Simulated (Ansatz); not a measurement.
This script drives Ansatz 0.2.0, Python API.

`freq.py`
```python
"""Vibrations and zero-point energy of MgSe(-)."""

import ansatz
import numpy as np

geometry_ang = [
    ("Mg", [0.0, 0.0, 0.0]),
    ("Se", [0.0, 0.0, 2.57]),
]
geometry = ansatz.Crystal.molecule()
for symbol, xyz in geometry_ang:
    geometry = geometry.atom(symbol, xyz)

setup = (
    geometry.calculation()
    .basis(gaussian="def2-TZVP")  # atom-centred Gaussian functions
    .functional("B3LYP", dispersion="d4")
    .charge(-1)  # electrons removed from the neutral system
    .spin("collinear", total=1)
)
symbols = [site.symbol for site in geometry.cartesian_sites]
start = np.array([site.position_ang for site in geometry.cartesian_sites], dtype=float)
data = setup.relax(force_tolerance=0.003).run(threads=1).report
end = np.array(data["positions_ang"])

print("final positions (A) and the move of each atom")
for symbol, xyz, old in zip(symbols, end, start):
    print(f"{symbol:2s} {xyz[0]:10.5f} {xyz[1]:10.5f} {xyz[2]:10.5f}   {np.linalg.norm(xyz - old):7.4f}")

# same settings at the minimum
minimum = ansatz.Crystal.molecule()
for symbol, place in zip(symbols, end):
    minimum = minimum.atom(symbol, place.tolist())
vibrating = minimum.calculation()
vibrating = vibrating.basis(gaussian="def2-TZVP")
vibrating = vibrating.functional("B3LYP", dispersion="d4")
vibrating = vibrating.charge(-1)
vibrating = vibrating.spin("collinear", total=1)
vibrating = vibrating.phonons(temperatures=(298.15, 498.15, 100))
vib = vibrating.run(threads=1).report["vibrations"]
sums = vib["harmonic_sums"]
modes = [m["omega_inv_cm"] for m in sums["modes_at_gamma"] if m["rigid_motion"] == "no"]
for number, w in enumerate(modes, start=1):
    print(f"mode {number:2d} {w:9.1f} 1/cm {w / 8065.544 * 1000:8.2f} meV")
print("imaginary modes:", sum(w < 0 for w in modes), " zero-point energy:", round(sums["zero_point_energy_ev"], 4), "eV")
```

It is started by `python freq.py`. How long does it take on 1 thread of AMD EPYC 9B45 (Zen 5), with other jobs on the host, and how much memory does it need?

It took about 19 s, with a peak of 0.28 GiB, for 2 runs of the engine.

```console
$ python freq.py
final positions (A) and the move of each atom
Mg   -0.00000    0.00000    0.10768    0.1077
Se    0.00000   -0.00000    2.46232    0.1077
mode  1     368.7 1/cm    45.71 meV
imaginary modes: 0  zero-point energy: 0.0229 eV
```

Caveats:
- The frequencies are harmonic and unscaled, in a modest basis.
- The run takes the species as open-shell (spin multiplicity 2), which needn't be its ground state.
- b3lyp holds the VWN-RPA fit, as in Gaussian; the form of ORCA and Turbomole is b3lyp5.
- The spin state was assumed, and another may lie lower.
- Anions want diffuse functions, which this basis lacks.
